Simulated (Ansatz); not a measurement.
Runs of Ansatz 0.2.0 on Ga3Se. Symmetry: Pm-3m, No. 221, cubic system. Conventional cell: a = 4.432 Å, b = 4.432 Å, c = 4.432 Å, α = 90.00°, β = 90.00°, γ = 90.00°. Se (site symmetry m-3m) is surrounded by 12 Ga at 3.13 Å. Ga (site symmetry 4/mmm) is surrounded by 4 Se at 3.13 Å and 8 Ga at 3.13 Å. The cell comes from a database or a generator and needn't be the stable form of this composition.

```tsv
task	level	cell	k mesh	cutoff (eV)	gap on the mesh (eV)	pressure (GPa)	relaxed volume (Å³/atom)
projected density of states	revPBE	as given	4 × 4 × 4	420	none	1.0	-
relaxation of cell and atoms	PBEsol	relaxed	6 × 6 × 6	420	none	0.0	(a)
projected density of states	LDA	as given	4 × 4 × 4	420	none	(b)	-
projected density of states	PBEsol	as given	4 × 4 × 4	420	none	-3.2	-
projected density of states	r2SCAN0	as given	4 × 4 × 4	500	none	-1.2	-
relaxation of cell and atoms	PBEsol+D4	relaxed	6 × 6 × 6	420	none	0.0	19.18
relaxation of cell and atoms	PBEsol+D3(BJ)	relaxed	6 × 6 × 6	420	none	0.0	18.99
projected density of states	BLYP	as given	4 × 4 × 4	420	none	4.7	-
projected density of states	HSE06	as given	4 × 4 × 4	420	none	-0.9	-
relaxation of cell and atoms	PBEsol+D3(BJ)-ATM	relaxed	6 × 6 × 6	420	none	0.0	19.11
projected density of states	PBE0	as given	4 × 4 × 4	420	none	(c)	-
projected density of states	RPBE	as given	4 × 4 × 4	420	none	1.5	-
```

Alike in all rows: potentials or basis Ansatz PAW; no spin polarisation; smearing fermi-dirac 0.05 eV.

Q: Estimate the missing entries.

A: (a) 19.95; (b) -4.6; (c) -0.8.

Caveats: the PAW data sets come from PBE, with cores solved anew for the run's functional, which leaves a small shift of forces and pressure; the plane-wave basis is chosen anew once the cell has moved, so the energies of steps on either side of that aren't comparable (some runs); the thresholds are loose for stress (some runs); pairwise dispersion overbinds metals, which lowers pressure and volume (some runs).

A k mesh can miss the band edges, and the runs leave out spin-orbit coupling on Ga, Se.

A gap of «none» marks a metal or a gap under the smearing width.

Runs at the PBE level aren't shown here.
